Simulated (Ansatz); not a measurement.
# CH4FISi: small, medium and large basis sets

How large a basis does CH4FISi need? Two functionals are run in growing sets.

Program: Ansatz 0.2.0, Gaussian basis. Level of theory: one geometry, several basis sets. These are calculated values, not measurements.

The runs, in order: PBE0-D4/def2-SVP; ωB97M-V/def2-SVP; PBE0-D4/def2-QZVPP; ωB97M-V/def2-QZVPP; the functionals' def2-TZVPP values are taken from earlier runs.

### 1 The relaxed structure

An earlier PBE0-D4 in a triple-zeta def2 set relaxation fixed the geometry. I takes the def2 core potential; no spin-orbit term is included.

8 atoms, charge 0, spin multiplicity 1.

Atoms are counted from 1 here; the program's logs count them from 0.

Bond lengths: F1–C2 1.367 Å, C2–Si3 1.900 Å, C2–I4 2.160 Å, C2–H5 1.091 Å, Si3–H6 1.482 Å, Si3–H7 1.487 Å, Si3–H8 1.480 Å. Angles: F1–C2–Si3 111.7°, F1–C2–I4 109.6°, F1–C2–H5 108.5°, Si3–C2–I4 108.5°, Si3–C2–H5 114.5°, I4–C2–H5 103.8°, C2–Si3–H6 107.6°, C2–Si3–H7 108.5°, C2–Si3–H8 108.7°, H6–Si3–H7 110.2°, H6–Si3–H8 111.4°, H7–Si3–H8 110.4°.

Geometry (Å):

```tsv
atom	x (Å)	y (Å)	z (Å)
F1	0.17519	-0.46906	-1.88471
C2	-0.19350	0.33640	-0.84312
Si3	0.46380	-0.31596	0.81599
I4	-2.34818	0.43677	-0.73292
H5	0.10347	1.36032	-1.07605
H6	0.08214	0.66099	1.86326
H7	1.94423	-0.42148	0.72775
H8	-0.13504	-1.64508	1.07411
```

### 2 PBE0-D4 in def2-SVP

in.yaml

```yaml
crystal:
  periodic: [false, false, false]
  atoms:
    - {symbol: F, position_ang: [0.175195, -0.469061, -1.884708]}
    - {symbol: C, position_ang: [-0.193503, 0.336401, -0.843120]}
    - {symbol: Si, position_ang: [0.463795, -0.315959, 0.815986]}
    - {symbol: I, position_ang: [-2.348180, 0.436770, -0.732924]}
    - {symbol: H, position_ang: [0.103467, 1.360317, -1.076049]}
    - {symbol: H, position_ang: [0.082141, 0.660991, 1.863256]}
    - {symbol: H, position_ang: [1.944229, -0.421478, 0.727754]}
    - {symbol: H, position_ang: [-0.135045, -1.645080, 1.074106]}
basis:
  gaussian: {orbitals: def2-SVP}
hamiltonian: {xc: pbe0, dispersion: d4}
output: {orbitals: {seedname: orbitals}}
```

On the command line:

```
> ansatz run in.yaml --threads 4 --pin off --events-out ev --progress --plain --max-ram 10444MiB
```

The runs that follow: ωB97M-V in def2-SVP; PBE0-D4 in def2-QZVPP; ωB97M-V in def2-QZVPP.

Q: Predict the results of all the runs planned. Wanted: PBE0-D4: double and triple zeta above quadruple; ωB97M-V: double and triple zeta above quadruple.

**Answer**, as computed:

| quantity | value |
| --- | --- |
| PBE0-D4: double and triple zeta above quadruple | 8.19, 0.51 eV |
| ωB97M-V: double and triple zeta above quadruple | 8.34, 0.48 eV |

PBE0-D4 gains 7.68 eV from double to triple zeta, then 0.51 eV more. These are total energies; as a rule much of such shifts cancels in differences, which this series doesn't test.
